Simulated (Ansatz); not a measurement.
# F4H10OSi5: the cost of one run

Computed with Ansatz 0.2.0, Gaussian basis. Level: PBE0-D4, def2-SVP first, then def2-TZVP.

151 further runs of the same task are left out: 151 set aside as unsound or not needed. Runs told in other sessions of the task aren't counted.

## Step 1: Starting geometry

The guess: 20 atoms, charge 0, spin multiplicity 1.

Atoms are counted from 1 here; the program's logs count them from 0.

Bond lengths: Si1–F3 1.582 Å, Si1–F4 1.608 Å, Si1–F5 1.581 Å, Si1–O7 1.662 Å, H6–O7 1.194 Å, O7–Si8 1.761 Å, Si8–Si9 2.352 Å, Si8–Si10 2.351 Å, Si8–Si11 2.352 Å, Si9–H12 1.470 Å, Si9–H13 1.468 Å, Si9–H14 1.464 Å, Si10–H15 1.469 Å, Si10–H16 1.469 Å, Si10–H17 1.465 Å, Si11–H18 1.469 Å, Si11–H19 1.464 Å, Si11–H20 1.470 Å. Angles: F3–Si1–F4 98.0°, F3–Si1–F5 123.9°, F3–Si1–O7 114.5°, F4–Si1–F5 98.1°, F4–Si1–O7 99.8°, F5–Si1–O7 115.0°, Si1–O7–H6 86.9°, Si1–O7–Si8 132.9°, H6–O7–Si8 139.9°, O7–Si8–Si9 104.4°, O7–Si8–Si10 96.8°, O7–Si8–Si11 103.9°, Si9–Si8–Si10 115.3°, Si9–Si8–Si11 117.1°, Si10–Si8–Si11 115.5°, Si8–Si9–H12 106.7°, Si8–Si9–H13 113.0°, Si8–Si9–H14 114.6° and more.

Coordinates:

```xyz
20
charge 0, multiplicity 1
Si   -1.3278    1.6662   -1.1951
F    -1.2444    3.0488    0.2879
F    -0.4986    2.7053   -2.0518
F    -1.2773    0.4348   -2.2272
F    -2.8958    1.7323   -1.0049
H    -0.6703    2.0356    0.6508
O    -0.4942    1.0016    0.0797
Si    0.3635   -0.5223    0.2869
Si   -1.2967   -2.1678    0.0279
Si    1.0691   -0.1452    2.4976
Si    2.0570   -0.4444   -1.3434
H    -0.7416   -3.4168    0.5697
H    -2.5195   -1.8739    0.7861
H    -1.6882   -2.4257   -1.3585
H     1.8869    1.0609    2.6863
H    -0.0177   -0.0359    3.4800
H     1.8920   -1.2901    2.8957
H     2.8903    0.7614   -1.2395
H     1.5775   -0.5268   -2.7238
H     2.9359   -1.5979   -1.1044
```

Distances that are to change: Si1–O7 1.66 Å, F2–H6 1.22 Å, Si1–F2 2.03 Å, H6–O7 1.19 Å.

## Step 2: Constrained relaxation of the guess

hold/in.yaml reads:

```yaml
crystal:
  periodic: [false, false, false]
  atoms:
    - {symbol: Si, position_ang: [-1.327800, 1.666200, -1.195100]}
    - {symbol: F, position_ang: [-1.244400, 3.048800, 0.287900]}
    - {symbol: F, position_ang: [-0.498600, 2.705300, -2.051800]}
    - {symbol: F, position_ang: [-1.277300, 0.434800, -2.227200]}
    - {symbol: F, position_ang: [-2.895800, 1.732300, -1.004900]}
    - {symbol: H, position_ang: [-0.670300, 2.035600, 0.650800]}
    - {symbol: O, position_ang: [-0.494200, 1.001600, 0.079700]}
    - {symbol: Si, position_ang: [0.363500, -0.522300, 0.286900]}
    - {symbol: Si, position_ang: [-1.296700, -2.167800, 0.027900]}
    - {symbol: Si, position_ang: [1.069100, -0.145200, 2.497600]}
    - {symbol: Si, position_ang: [2.057000, -0.444400, -1.343400]}
    - {symbol: H, position_ang: [-0.741600, -3.416800, 0.569700]}
    - {symbol: H, position_ang: [-2.519500, -1.873900, 0.786100]}
    - {symbol: H, position_ang: [-1.688200, -2.425700, -1.358500]}
    - {symbol: H, position_ang: [1.886900, 1.060900, 2.686300]}
    - {symbol: H, position_ang: [-0.017700, -0.035900, 3.480000]}
    - {symbol: H, position_ang: [1.892000, -1.290100, 2.895700]}
    - {symbol: H, position_ang: [2.890300, 0.761400, -1.239500]}
    - {symbol: H, position_ang: [1.577500, -0.526800, -2.723800]}
    - {symbol: H, position_ang: [2.935900, -1.597900, -1.104400]}
basis:
  gaussian: {orbitals: def2-SVP}
hamiltonian: {xc: pbe0, dispersion: d4}
relax: {f_tol: 0.04, max_steps: 150, escape_saddle: false, constraints: [{distance: [0, 6]}, {distance: [1, 5]}, {distance: [0, 1]}, {distance: [5, 6]}]}
```

On the command line:

```
$ ansatz run in.yaml --threads 4 --pin off --events-out ev --progress --plain --max-ram 66560MiB --backend cuda --devices 0, --max-vram 37GiB
```

**Question.** How long does this run take on 1 × a share of an NVIDIA H100 with 4 threads of AMD EPYC 7R13, shared host?

About 26 s.
